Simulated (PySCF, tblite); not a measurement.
# 1-bromo-1-chloroethane (C₂H₄BrCl): isotopologues and vibrational averages

Aim: rotational constants, zero-point energies and shieldings of isotopologues of 1-bromo-1-chloroethane (C₂H₄BrCl) (`C[C@H](Cl)Br`).

Computed with tblite 0.8.0 (tight binding) and PySCF 2.14.0 (DFT, with response routines of our own); each step states its level. Atoms count from 0 throughout.

### Step 1. The molecule as given

8 atoms, charge 0, multiplicity 1; geometry from: force field or distance geometry start.

Bonds of the start (Å): C0–C1 1.45, C0–H4 1.17, C0–H5 1.15, C0–H6 1.10, C1–Br3 1.92, C1–Cl2 1.75, C1–H7 1.18.

### Step 2. GFN2-xTB relaxation, lowest of a short conformer search

The job: settings as JSON, then the geometry in Å.

```
{"job": {"xc": "GFN2-xTB", "basis": "xTB", "kind": "relax"}, "charge": 0, "multiplicity": 1}
C     -0.777800    -0.050700    -0.058800
C      0.651600     0.035000     0.137000
Cl     1.333200     1.547900    -0.431900
Br     1.640300    -1.403000    -0.670900
H     -1.401400    -0.144900     0.924100
H     -1.193200     0.920700    -0.511400
H     -1.090100    -0.828200    -0.776100
H      0.873700    -0.039200     1.289800
```

Launch:

```console
> OMP_NUM_THREADS=1 python ens_run.py task.json out
```

The driver reads the study from task.json and runs its stages one after another.

Log:

```text
step      E/eV     max force
  0    -406.29861    4.328
  1    -406.62571    0.886
  2    -406.65175    0.489
  3    -406.66134    0.250
  4    -406.66745    0.256
  5    -406.67125    0.294
  6    -406.67503    0.186
  7    -406.67611    0.078
  8    -406.67668    0.067
  9    -406.67717    0.090
 10    -406.67758    0.084
 11    -406.67779    0.046
 12    -406.67789    0.029
 13    -406.67798    0.035
 14    -406.67808    0.040
 15    -406.67816    0.035
 16    -406.67823    0.025
 17    -406.67829    0.023
 18    -406.67834    0.027
 19    -406.67841    0.032
 20    -406.67851    0.040
 21    -406.67870    0.060
 22    -406.67907    0.088
 23    -406.67992    0.119
 24    -406.68111    0.270
 25    -406.68329    0.212
 26    -406.69585    0.451
 27    -406.70933    0.710
 28    -406.70305    1.038
 29    -406.73481    0.482
 30    -406.74485    0.584
 31    -406.75582    0.408
 32    -406.76843    0.511
 33    -406.79177    0.426
 34    -406.79972    0.135
 35    -406.80066    0.325
 36    -406.80408    0.111
 37    -406.80521    0.099
 38    -406.80792    0.090
 39    -406.80862    0.108
 40    -406.80932    0.083
 41    -406.80967    0.051
 42    -406.80995    0.049
 43    -406.81014    0.043
 44    -406.81025    0.033
 45    -406.81030    0.014
 46    -406.81030    0.006
 47    -406.81031    0.005
 48    -406.81031    0.004
```

Wall time 0.15 s (1 thread of Intel Xeon 6975P-C, shared host).

Relaxing gained 0.512 eV and moved the atoms by 0.52 Å on average (rms).

### Step 3. Tight optimisation and Hessian

The job: settings as JSON, then the geometry in Å.

```
{"job": {"xc": "B3LYP", "basis": "pcSseg-1", "grid": 2, "temperatures": [100, 300], "kind": "geom"}, "charge": 0, "multiplicity": 1}
C     -0.830020    -0.014921    -0.069868
C      0.654897     0.096828     0.174956
Cl     1.377488     1.361271    -0.856501
Br     1.529932    -1.625989    -0.171598
H     -1.253804    -0.787304     0.569928
H     -1.310712     0.935465     0.154164
H     -1.028218    -0.272217    -1.108341
H      0.896665     0.344518     1.208999
```

Log:

```text
step   0  E = -84701.5458262 eV  max force = 0.38426
step   1  E = -84701.5576336 eV  max force = 0.06310
step   2  E = -84701.5578432 eV  max force = 0.00683
step   3  E = -84701.5578459 eV  max force = 0.00082
step   4  E = -84701.5578459 eV  max force = 0.00082
step   5  E = -84701.5578461 eV  max force = 0.00030
harmonic wavenumbers (cm-1): 220.5 269.4 295.0 379.9 559.6 654.5 979.4 1066.4 1091.8 1222.4 1298.6 1406.8 1470.8 1477.6 3033.3 3108.5 3124.5 3152.1
```

Wall time 4.4 min (1 thread of Intel Xeon 6975P-C, shared host); peak memory 0.62 GiB.

### Step 4. Displacements along the modes, parent

The job: settings as JSON, then the geometry in Å.

```
{"job": {"xc": "B3LYP", "basis": "pcSseg-1", "grid": 2, "temperatures": [100, 300], "kind": "vib", "mass_numbers": [12, 12, 35, 79, 1, 1, 1, 1]}, "charge": 0, "multiplicity": 1}
C     -0.835355    -0.016624    -0.072635
C      0.651982     0.089979     0.168122
Cl     1.388587     1.388272    -0.849541
Br     1.545916    -1.639846    -0.160094
H     -1.261337    -0.785999     0.579388
H     -1.312096     0.944037     0.152859
H     -1.044533    -0.279053    -1.113161
H      0.903064     0.336883     1.196801
```

Log:

```text
mode    cm-1    km/mol   phi_rrr   E(+)/cm-1  E(-)/cm-1
  1    220.45     0.35      23.4      40.58      38.81
  2    269.39     0.68       5.9      56.59      56.15
  3    294.95     1.62      24.6      56.56      55.70
  4    379.90     4.70     -29.0      67.40      69.60
  5    559.56    32.27    -101.9      97.16     104.75
  6    654.55    88.30    -190.0     111.40     124.92
  7    979.37    14.28    -104.1     172.80     180.34
  8   1066.36    35.87     -10.6     192.22     192.66
  9   1091.84     5.64    -172.0     190.56     202.97
 10   1222.45    51.15     -19.9     220.99     222.33
 11   1298.64    14.51      20.6     235.37     233.95
 12   1406.82     9.95    -103.2     249.88     257.32
 13   1470.76    11.91     -74.9     262.10     267.52
 14   1477.57     3.26       0.9     266.01     266.03
 15   3033.29     5.93    1080.8     586.66     508.94
 16   3108.49     5.14    -126.4     557.78     566.72
 17   3124.47     1.59     903.1     597.62     532.74
 18   3152.12     2.21   -1620.2     513.77     630.08
```

Run time: 4.6 min. Hardware: 1 thread of Intel Xeon 6975P-C, shared host; peak memory 0.62 GiB.

### Step 5. Displacements along the modes, 81Br at atom 3

The job: settings as JSON, then the geometry in Å.

```
{"job": {"xc": "B3LYP", "basis": "pcSseg-1", "grid": 2, "temperatures": [100, 300], "kind": "vib", "mass_numbers": [12, 12, 35, 81, 1, 1, 1, 1]}, "charge": 0, "multiplicity": 1}
C     -0.835355    -0.016624    -0.072635
C      0.651982     0.089979     0.168122
Cl     1.388587     1.388272    -0.849541
Br     1.545916    -1.639846    -0.160094
H     -1.261337    -0.785999     0.579388
H     -1.312096     0.944037     0.152859
H     -1.044533    -0.279053    -1.113161
H      0.903064     0.336883     1.196801
```

Log:

```text
mode    cm-1    km/mol   phi_rrr   E(+)/cm-1  E(-)/cm-1
  1    219.62     0.35      23.3      40.43      38.66
  2    269.21     0.70       6.3      56.36      55.91
  3    294.53     1.61      24.8      56.62      55.74
  4    379.74     4.70     -29.1      67.37      69.57
  5    558.98    32.20     101.3     104.63      97.08
  6    654.53    88.22     190.0     124.92     111.40
  7    979.35    14.27    -104.1     172.80     180.33
  8   1066.35    35.86     -10.6     192.22     192.66
  9   1091.84     5.64    -172.0     190.56     202.97
 10   1222.42    51.19     -19.9     220.98     222.33
 11   1298.64    14.51      20.6     235.37     233.95
 12   1406.82     9.95    -103.2     249.88     257.32
 13   1470.76    11.91     -74.9     262.10     267.52
 14   1477.57     3.26       0.9     266.01     266.03
 15   3033.29     5.93    1080.8     586.66     508.94
 16   3108.49     5.14    -126.4     557.78     566.72
 17   3124.47     1.59     903.1     597.62     532.74
 18   3152.12     2.21   -1620.2     513.77     630.08
```

Run time: 4.7 min. Hardware: 1 thread of Intel Xeon 6975P-C, shared host; peak memory 0.62 GiB.

### Step 6. Displacements along the modes, 2H at atom 4

The job: settings as JSON, then the geometry in Å.

```
{"job": {"xc": "B3LYP", "basis": "pcSseg-1", "grid": 2, "temperatures": [100, 300], "kind": "vib", "mass_numbers": [12, 12, 35, 79, 2, 1, 1, 1]}, "charge": 0, "multiplicity": 1}
C     -0.835355    -0.016624    -0.072635
C      0.651982     0.089979     0.168122
Cl     1.388587     1.388272    -0.849541
Br     1.545916    -1.639846    -0.160094
H     -1.261337    -0.785999     0.579388
H     -1.312096     0.944037     0.152859
H     -1.044533    -0.279053    -1.113161
H      0.903064     0.336883     1.196801
```

Log:

```text
mode    cm-1    km/mol   phi_rrr   E(+)/cm-1  E(-)/cm-1
  1    219.42     0.38      22.1      40.39      38.65
  2    243.76     0.03       9.3      55.83      55.58
  3    271.17     1.70     -23.0      48.46      49.49
  4    375.92     4.69      26.4      68.79      66.78
  5    556.75    29.33     -95.6      96.90     103.99
  6    619.65    69.98     137.8     116.72     106.94
  7    885.82    42.10       2.1     159.58     159.50
  8    989.85    29.99     -10.0     178.09     178.97
  9   1080.65     5.01     218.2     202.64     186.93
 10   1214.11    42.72      13.8     220.53     219.55
 11   1257.64     6.27      25.1     227.86     226.12
 12   1301.22    13.75      31.9     235.94     233.85
 13   1335.63    14.62       3.4     240.93     240.73
 14   1457.79     8.72      79.5     265.49     259.68
 15   2264.45     1.44   -1218.3     366.88     454.42
 16   3061.63     6.29   -1463.0     501.95     606.98
 17   3119.57     2.00     953.2     598.92     530.39
 18   3151.23     1.73   -1762.0     508.95     635.42
```

Wall time 4.6 min (1 thread of Intel Xeon 6975P-C, shared host); peak memory 0.61 GiB.

### Step 7. Vibrational averages by isotopologue

The job: settings as JSON, then the geometry in Å.

```
{"job": {"xc": "B3LYP", "basis": "pcSseg-1", "grid": 2, "temperatures": [100, 300], "kind": "iso"}, "charge": 0, "multiplicity": 1}
C     -0.835355    -0.016624    -0.072635
C      0.651982     0.089979     0.168122
Cl     1.388587     1.388272    -0.849541
Br     1.545916    -1.639846    -0.160094
H     -1.261337    -0.785999     0.579388
H     -1.312096     0.944037     0.152859
H     -1.044533    -0.279053    -1.113161
H      0.903064     0.336883     1.196801
```

Log:

```text
parent
  Be/MHz 5937.87 1950.729 1529.492
  B0/MHz 5883.349 1941.85 1520.005
  ZPE/cm-1 12405.5
  <sigma>(0 K)/ppm 138.892 84.012 579.156 1663.277 28.941 28.949 28.584 24.773
81Br at atom 3
  Be/MHz 5934.424 1931.689 1517.547
  B0/MHz 5879.943 1922.908 1508.159
  ZPE/cm-1 12404.4
  <sigma>(0 K)/ppm 138.892 84.014 579.161 1663.336 28.941 28.949 28.584 24.773
2H at atom 4
  Be/MHz 5506.51 1950.345 1499.283
  B0/MHz 5458.458 1941.286 1489.96
  ZPE/cm-1 11703.1
  <sigma>(0 K)/ppm 139.200 84.049 580.293 1664.574 29.071 28.966 28.603 24.777
```

Run time: 18 min. Hardware: 1 thread of Intel Xeon 6975P-C, shared host; peak memory 0.62 GiB. This counts the whole study up to here.

Rotational constants (MHz) at equilibrium and in the ground state:

```
  isotopologue                      Be                      B0  zero-point change (cm⁻¹)
        parent  5937.9, 1950.7, 1529.5  5883.3, 1941.8, 1520.0                       0.0
81Br at atom 3  5934.4, 1931.7, 1517.5  5879.9, 1922.9, 1508.2                      -1.1
  2H at atom 4  5506.5, 1950.3, 1499.3  5458.5, 1941.3, 1490.0                    -702.3
```

Shieldings of the first species (ppm): at equilibrium, the vibrational parts at 0 K, and the averages:

```csv
atom,equilibrium,anharmonic,harmonic,0 K,100 K,300 K
C0,143.83,-0.30,-4.65,138.89,138.88,138.65
C1,88.14,-2.72,-1.41,84.01,83.92,83.33
Cl2,607.87,-8.66,-20.05,579.16,578.80,574.22
Br3,1731.02,-22.38,-45.36,1663.28,1662.04,1647.81
H4,29.65,-0.02,-0.70,28.94,28.94,28.91
H5,29.66,-0.02,-0.69,28.95,28.95,28.92
H6,29.27,-0.02,-0.67,28.58,28.58,28.55
H7,25.43,-0.20,-0.46,24.77,24.77,24.75
```

Isotope effects on the shieldings at 0 K (ppb; positive means more shielded):

| atom | 81Br at atom 3 | 2H at atom 4 |
| --- | --- | --- |
| C0 | 0 | 308 |
| C1 | 2 | 37 |
| Cl2 | 5 | 1137 |
| Br3 | 59 | 1298 |
| H4 | 0 | 130 |
| H5 | 0 | 17 |
| H6 | 0 | 20 |
| H7 | 0 | 4 |

### Step 8. Outcome

| quantity | value |
| --- | --- |
| point group | C1 |
| B0 of the first species | 5883.3, 1941.8, 1520.0 MHz |
| zero-point energy | 12405 cm⁻¹ |
| zero-point change of σ(Br3) | -67.74 ppm |

In words: Zero-point motion changes the shielding of Br3 most, by -67.74 ppm. The largest secondary isotope effect is 1298 ppb on Br3, 3 bonds from the change (2H at atom 4). The job flags a low mode; perturbation theory is less sure for low modes. Internal rotors are held in one well. Spin-orbit coupling is left out, which matters at and beside the heavy atoms.
